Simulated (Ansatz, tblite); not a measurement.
# [WOF4]-: one state, many levels

Aim: run the doublet of [WOF4]- at one geometry on many levels, and compare frontier levels, spin and run time.

Method: as each input shows; program: Ansatz 0.2.0, Gaussian basis.

The runs, in order: GFN1-xTB, GFN2-xTB, PBE-D4/def2-TZVPD, r2SCAN-D4/def2-TZVPD, ωB97X-V/def2-TZVPD, B97M-V/def2-TZVPD, ωB97M-V/def2-TZVPD, PBE-D4/def2-SVPD, PBE0-D4/def2-SVPD, CCSD(T)/def2-SVPD, MP2/def2-TZVPD, RPA/def2-TZVPD.

2 further runs of the same task are left out: 2 set aside as unsound or not needed. Runs told in other sessions of the task aren't counted.

### Step 1. The geometry

The doublet was relaxed beforehand with r2SCAN-D4/def2-SVPD.

6 atoms, charge -1, spin multiplicity 2.

Bond lengths: W1–O2 1.710 Å, W1–F3 1.945 Å, W1–F4 1.945 Å, W1–F5 1.945 Å, W1–F6 1.945 Å. Angles: O2–W1–F3 108.5°, O2–W1–F4 108.4°, O2–W1–F5 108.5°, O2–W1–F6 108.4°, F3–W1–F4 84.3°, F3–W1–F5 143.1°, F3–W1–F6 84.3°, F4–W1–F5 84.3°, F4–W1–F6 143.2°, F5–W1–F6 84.3°.

Coordinates:

```
atom    x (Å)    y (Å)    z (Å)
  W1   0.0003  -0.0005   0.1249
  O2   0.0039  -0.0070   1.8352
  F3   1.8433   0.0137  -0.4952
  F4  -0.0129   1.8471  -0.4817
  F5  -1.8453  -0.0099  -0.4873
  F6   0.0107  -1.8434  -0.4959
```

Formally the metal is d1. W takes a core potential in the def2 sets. No spin-orbit coupling is included. The ion is computed in the gas phase, without counter-ions or solvent.

PBE0-D4/def2-TZVPD was run before; its log isn't repeated, and its numbers join the tables.

### Step 2. GFN1-xTB

Tight binding, by tblite at 300 K electronic temperature and without a spin-polarisation term:

```python
tblite.interface.Calculator('GFN1-xTB', numbers, positions, charge=-1, uhf=1).singlepoint()
```

Energy -763.9607 eV; 0.006 s.

### Step 3. GFN2-xTB

Tight binding, by tblite at 300 K electronic temperature and without a spin-polarisation term:

```python
tblite.interface.Calculator('GFN2-xTB', numbers, positions, charge=-1, uhf=1).singlepoint()
```

Energy -706.7717 eV; 0.007 s.

### Step 4. PBE-D4/def2-TZVPD

start.molden holds the orbitals of an earlier run on this state, given as this run's starting guess.

Contents of in.yaml:

```yaml
crystal:
  periodic: [false, false, false]
  atoms:
    - {symbol: W, position_ang: [0.000295, -0.000500, 0.124861]}
    - {symbol: O, position_ang: [0.003941, -0.007039, 1.835242]}
    - {symbol: F, position_ang: [1.843264, 0.013731, -0.495155]}
    - {symbol: F, position_ang: [-0.012901, 1.847083, -0.481726]}
    - {symbol: F, position_ang: [-1.845331, -0.009921, -0.487293]}
    - {symbol: F, position_ang: [0.010742, -1.843364, -0.495940]}
basis:
  gaussian: {orbitals: def2-TZVPD, initial_orbitals: start.molden}
total_charge: -1
magnetization: {spin_polarized: true, initial_magnetization: 1}
hamiltonian: {xc: pbe, dispersion: d4}
scf: {omitted_lower_state_checks: [starts]}
output: {orbitals: {seedname: orbitals}}
```

Started as:

```sh
ansatz run in.yaml --threads 4 --pin off --events-out ev --progress --plain --max-ram 4787MiB
```

The runs that follow: r2SCAN-D4/def2-TZVPD; ωB97X-V/def2-TZVPD; B97M-V/def2-TZVPD; ωB97M-V/def2-TZVPD; PBE-D4/def2-SVPD; PBE0-D4/def2-SVPD; CCSD(T)/def2-SVPD; MP2/def2-TZVPD; RPA/def2-TZVPD.

Before running them: what should the planned runs give, taken together? Wanted: gap in def2-TZVPD, named functionals, smallest and largest; correlation energy, CCSD(T)/def2-SVPD; correlation energy, MP2/def2-TZVPD; ⟨S²⟩ in def2-TZVPD, named functionals, smallest and largest; PBE0 total energy, smallest basis above largest.

The runs gave:

| quantity | value |
| --- | --- |
| gap in def2-TZVPD, named functionals, smallest and largest | 1.44 eV (PBE-D4), 8.31 eV (ωB97X-V) |
| correlation energy, CCSD(T)/def2-SVPD | -37.20 eV |
| correlation energy, MP2/def2-TZVPD | -45.44 eV |
| ⟨S²⟩ in def2-TZVPD, named functionals, smallest and largest | 0.753, 0.756 |
| PBE0 total energy, smallest basis above largest | 15.33 eV (def2-SVPD, def2-TZVPD) |

In words: Orbital gaps of the named functionals in def2-TZVPD span 1.44 eV (PBE-D4) to 8.31 eV (ωB97X-V); exact exchange widens it. Over the named functionals in def2-TZVPD spin contamination reaches 0.01 (B97M-V), which is small. PBE-D4, r2SCAN-D4, B97M-V put the HOMO above zero; others here keep it below zero, so the sign hangs on the functional's self-interaction and doesn't show that the species is unbound.
